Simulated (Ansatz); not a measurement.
# Ga3Te2O: the cost of one run

Method: DFT PBE, scalar-relativistic, plane waves, PAW, in Ansatz 0.2.0.

### Step 1. The system as given

The structure is trigonal, space group R-3m (No. 166). Conventional cell: a = 5.900 Å, b = 5.900 Å, c = 12.926 Å, α = 90.00°, β = 90.00°, γ = 120.00°. Ga (site symmetry 2/m) has 2 O at 2.75 Å and 4 Ga at 2.95 Å and 6 Te at 3.16 to 3.38 Å as nearest neighbours. Te (site symmetry 3m) is surrounded by 9 Ga at 3.16 to 3.38 Å and 1 Te at 3.30 Å. Around O (site symmetry -3m) lie 6 Ga at 2.75 Å.

As a file:

```
Ga Te O
1.0
     2.95005    1.70321    4.30852
    -2.95005    1.70321    4.30852
     0.00000   -3.40643    4.30852
Ga Te O
3 2 1
Direct
  0.00000 0.50000 0.00000
  0.50000 0.00000 0.00000
  0.00000 0.00000 0.50000
  0.62769 0.62769 0.62769
  0.37231 0.37231 0.37231
  0.00000 0.00000 0.00000
```

A structure generator made this guess: species swapped into a database cell of Sm2GeRu3 (R-3m, No. 166), with Te on the Sm sites, O on the Ge sites and Ga on the Ru sites. The dimensions are guesses.

### Step 2. Probe: one point on a coarse mesh

input.yaml

```yaml
crystal:
  lattice:
    - [2.95005444, 1.70321472, 4.30851935]
    - [-2.95005444, 1.70321472, 4.30851935]
    - [0.0, -3.40642945, 4.30851935]
  atoms:
    - { symbol: Ga, position: [0.0, 0.5, 0.0] }
    - { symbol: Ga, position: [0.5, 0.0, 0.0] }
    - { symbol: Ga, position: [0.0, 0.0, 0.5] }
    - { symbol: Te, position: [0.62768799, 0.62768799, 0.62768799] }
    - { symbol: Te, position: [0.37231201, 0.37231201, 0.37231201] }
    - { symbol: O, position: [0.0, 0.0, 0.0] }
basis:
  ecutwfc: 420
kpoints:
  mp_grid: { grid: [6, 6, 6] }
hamiltonian:
  xc: pbe
scf:
  occupations: { method: gaussian, width: 0.1 }
  lower_state_search: "off"
output:
  forces: true
  stress: true
  eigenvalues: true
```

Command:

```sh
ansatz run input.yaml --threads 1 --pin off --max-ram 2560MiB --backend cpu --events-out ev --progress --plain --runs-dir out
```

What time and memory should one allow on 1 thread of Intel Xeon at 2.50GHz (Skylake/Cascade Lake), shared host?

About 25 s, with a peak of 0.49 GiB.
